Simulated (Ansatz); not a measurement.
# SnGeH5 radical: up Jacob's ladder to CCSD(T)

An exercise on one series of results from a longer session: the logs are not shown, and one member is left open.

Method: functionals in def2-TZVPP, the program's frozen cores in correlated methods; program: Ansatz 0.2.0, Gaussian basis.

Plan: LDA (SPW92), PBE-D4, revPBE-D4, BLYP-D4, r2SCAN-D4, B97M-V, PBE0-D4, B3LYP-D4, r2SCANh-D4, r2SCAN0-D4, HSE06-D4, BHLYP-D4, CAM-B3LYP-D4, LC-ωPBE, ωB97X-V, ωB97M-V, B2PLYP, PBE-QIDH; CCSD(T)/def2-SVP; CCSD(T)/def2-TZVPP; MP2/def2-QZVPP; extrapolation to the limit; RPA on PBE.

## Structure used throughout

An earlier PBE0-D4 in a triple-zeta def2 set relaxation fixed the geometry. Sn takes the def2 core potential; no spin-orbit term is included.

SMILES `[GeH3][SnH2]`, 7 atoms, charge 0, spin multiplicity 2.

Atoms are counted from 1 here; the program's logs count them from 0.

Bond lengths: Ge1–Sn2 2.608 Å, Ge1–H3 1.537 Å, Ge1–H4 1.537 Å, Ge1–H5 1.541 Å, Sn2–H6 1.719 Å, Sn2–H7 1.719 Å. Angles: Sn2–Ge1–H3 109.7°, Sn2–Ge1–H4 109.5°, Sn2–Ge1–H5 111.7°, H3–Ge1–H4 108.7°, H3–Ge1–H5 108.6°, H4–Ge1–H5 108.6°, Ge1–Sn2–H6 111.3°, Ge1–Sn2–H7 111.5°, H6–Sn2–H7 107.5°.

Set-up of the first run:

Input file in.yaml:

```yaml
crystal:
  periodic: [false, false, false]
  atoms:
    - {symbol: Ge, position_ang: [-0.595276, -0.766032, -0.511662]}
    - {symbol: Sn, position_ang: [0.672068, 0.801174, 1.143437]}
    - {symbol: H, position_ang: [-0.155623, -2.221185, -0.284950]}
    - {symbol: H, position_ang: [-2.108065, -0.662415, -0.260467]}
    - {symbol: H, position_ang: [-0.313675, -0.390306, -1.979133]}
    - {symbol: H, position_ang: [0.189232, 2.439607, 0.947273]}
    - {symbol: H, position_ang: [2.372538, 0.731057, 0.899804]}
basis:
  gaussian: {orbitals: def2-TZVPP}
magnetization: {spin_polarized: true, initial_magnetization: 1}
hamiltonian: {xc: lda}
output: {orbitals: {seedname: orbitals}}
```

Started as:

```bash
ansatz run in.yaml --threads 2 --pin off --events-out ev --progress --plain --max-ram 22528MiB --backend cpu
```

Among the steps run: LDA; PBE-D4 (GGA); revPBE-D4 (GGA); BLYP-D4 (GGA); r2SCAN-D4 (meta-GGA); B97M-V (meta-GGA); PBE0-D4 (hybrid); B3LYP-D4 (hybrid); r2SCANh-D4 (hybrid); r2SCAN0-D4 (hybrid); HSE06-D4 (hybrid); BHLYP-D4 (hybrid); CAM-B3LYP-D4 (range-separated); LC-ωPBE (range-separated); ωB97X-V (range-separated); ωB97M-V (range-separated); B2PLYP (double hybrid); PBE-QIDH (double hybrid).

One of the session's tables, all rows but one given; the rest of the session is left out.

It belongs to the step «Orbital energies across the functionals». 

| functional | HOMO (eV) | LUMO (eV) | gap (eV) |
| --- | --- | --- | --- |
| LDA (SPW92) | -5.06 | -4.28 | 0.78 |
| PBE-D4 | -5.01 | -3.95 | 1.06 |
| revPBE-D4 | -4.98 | -3.82 | 1.16 |
| BLYP-D4 | -4.81 | -3.99 | 0.83 |
| r2SCAN-D4 | -5.36 | -3.60 | 1.75 |
| B97M-V | -5.15 | -4.16 | 0.99 |
| PBE0-D4 | -5.98 | -3.09 | 2.88 |
| B3LYP-D4 | -5.73 | -3.48 | 2.25 |
| r2SCANh-D4 | -5.71 | -3.31 | 2.40 |
| r2SCAN0-D4 | -6.24 | -2.88 | 3.36 |
| HSE06-D4 | -5.59 | -3.46 | 2.13 |
| BHLYP-D4 | ? | ? | ? |
| CAM-B3LYP-D4 | -7.10 | -2.25 | 4.85 |
| LC-ωPBE | -8.42 | -0.89 | 7.53 |
| ωB97X-V | -7.96 | -1.28 | 6.68 |
| ωB97M-V | -7.91 | -1.44 | 6.47 |

Q: Estimate the row for BHLYP-D4 from the others.

Worked estimate for «HOMO (eV)». Against the share of exact exchange, BLYP-D4 (0, -4.81), B3LYP-D4 (0.2, -5.73) give a slope of -4.60 per unit share; at 0.5 the line stands at -7.11.

As computed: HOMO (eV): -6.75; LUMO (eV): -2.36; gap (eV): 4.38. In «HOMO (eV)» the line misses by -0.36.
